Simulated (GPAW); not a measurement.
Runs of GPAW 26.7.0 on TaO. The structure is hexagonal, space group P6/mmm (No. 191). The conventional cell has a = 3.066 Å, b = 3.066 Å, c = 3.855 Å, α = 90.00°, β = 90.00°, γ = 120.00°. Ta (site symmetry 6/mmm) has 2 O at 1.93 Å as nearest neighbours. Around O (site symmetry 6/mmm) lie 2 Ta at 1.93 Å. The cell was built by a generator and needn't be a form met in nature.

| task | level | U | k mesh | band path | band points | k mesh for the DOS | dos width | gap on the mesh (eV) | pressure (GPa) |
| --- | --- | --- | --- | --- | --- | --- | --- | --- | --- |
| band structure | PBE | - | 10 × 10 × 7 | GMKGALHA,LM,KH | 60 | - | - | - | (b) |
| density of states | PBE+U | Ta d U = 1 eV | 9 × 9 × 6 | - | - | 13 × 13 × 9 | 0.2 eV | none | (c) |
| density of states | PBE+U | Ta d U = 4 eV | 9 × 9 × 6 | - | - | 13 × 13 × 9 | 0.2 eV | none | (a) |
| density of states | PBE+U | Ta d U = 6 eV | 9 × 9 × 6 | - | - | 13 × 13 × 9 | 0.2 eV | none | 10.5 |
| density of states | PBE+U | Ta d U = 2 eV | 9 × 9 × 6 | - | - | 13 × 13 × 9 | 0.2 eV | none | 3.8 |
| density of states | PBE+U | Ta d U = 8 eV | 9 × 9 × 6 | - | - | 13 × 13 × 9 | 0.2 eV | none | 13.3 |
| density of states | PBE+U | Ta d U = 3 eV | 9 × 9 × 6 | - | - | 13 × 13 × 9 | 0.2 eV | none | 5.8 |
| density of states | PBE+U | Ta d U = 5 eV | 9 × 9 × 6 | - | - | 13 × 13 × 9 | 0.2 eV | none | 9.1 |

Alike in all rows: potentials or basis GPAW PAW data sets (gpaw-data 1.2.1), pw; no spin polarisation; cell as given; cutoff (eV) 800; smearing fermi-dirac 0.05 eV.

Problem. Fill in the values left out.

Solution. (a) 7.6; (b) 1.0; (c) 1.8.

Caveats: an odd number of electrons without spin polarisation forces a metal; a magnetic or distorted state may lie lower; U without spin polarisation on a metal has little footing (some runs); spin-orbit coupling is left out, which moves the levels of the heavy elements (some runs).

A k mesh can miss the band edges, and the runs leave out spin-orbit coupling on Ta.

A gap of «none» marks a metal or a gap under the smearing width.
